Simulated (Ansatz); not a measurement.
Crystal: Cr2O3 (Eskolaite).

```
Cr O
1.0
     2.47850    1.43096    4.53077
    -2.47850    1.43096    4.53077
     0.00000   -2.86193    4.53077
Cr O
4 6
Direct
  0.34748 0.34748 0.34748
  0.15252 0.15252 0.15252
  0.65252 0.65252 0.65252
  0.84748 0.84748 0.84748
  0.55580 0.25000 0.94420
  0.25000 0.94420 0.55580
  0.94420 0.55580 0.25000
  0.44420 0.75000 0.05580
  0.75000 0.05580 0.44420
  0.05580 0.44420 0.75000
```

| Property | Result |
| --- | --- |
| Program | Ansatz 0.2.0 |
| Task | relaxation of cell and atoms |
| Functional | PBEsol |
| Potentials or basis | Ansatz PAW |
| Cutoff | 420 eV (not typed: the program's choice for these potentials) |
| k mesh | 7 × 7 × 7 |
| Occupations | fermi-dirac, width 0.05 eV |
| Spin | collinear spin, ferromagnetic start |
| Starting moments | [3.0, 3.0, 3.0, 3.0, 0.0, 0.0, 0.0, 0.0, 0.0, 0.0] μB |
| Hubbard terms | Cr d U = 5 eV |

At the start: volume 9.64 Å³/atom.

**Question.** Where does the relaxation end?

**Answer.** It ends after 9 steps and the volume is 9.87 Å³/atom (+2.3 %); space group R-3c (No. 167, to 0.05 Å); moment 12.00 μB per cell.

Step by step:
```csv
step,energy change (eV),largest force (eV/Å),volume (Å³)
1,0.0000,0.5096,96.41
2,-0.0853,0.0286,97.73
3,-0.0885,0.0211,98.61
4,-0.0889,0.0083,98.58
5,-0.0889,0.0030,98.57
6,-0.1034,0.0027,98.57
7,-0.1030,0.0001,98.68
8,-0.1036,0.0002,98.68
9,-0.1036,0.0002,98.68
```

Final structure:
```xyz
10
Lattice="2.5131 1.4510 4.5101 -2.5131 1.4510 4.5101 0.0000 -2.9019 4.5101" Properties=species:S:1:pos:R:3 pbc="T T T"
Cr    0.0000    0.0000    4.7350
Cr    0.0000    0.0000    2.0302
Cr    0.0000    0.0000    8.7953
Cr    0.0000    0.0000   11.5001
O     0.7529   -1.5979    7.8927
O    -1.7603    0.1469    7.8927
O     1.0074    1.4510    7.8927
O    -0.7529    1.5979    5.6376
O     1.7603   -0.1469    5.6376
O    -1.0074   -1.4510    5.6376
```

Caveat: the magnetic or orbital state may not be the lowest; the plane-wave basis is chosen anew once the cell has moved, so the energies of steps on either side of that aren't comparable; the pressure holds a Pulay correction of +0.9 GPa for the finite cutoff; only a ferromagnetic start was run, and an antiferromagnetic order may lie lower in energy; the PAW data sets come from PBE, with cores solved anew for the run's functional, which leaves a small shift of forces and pressure.
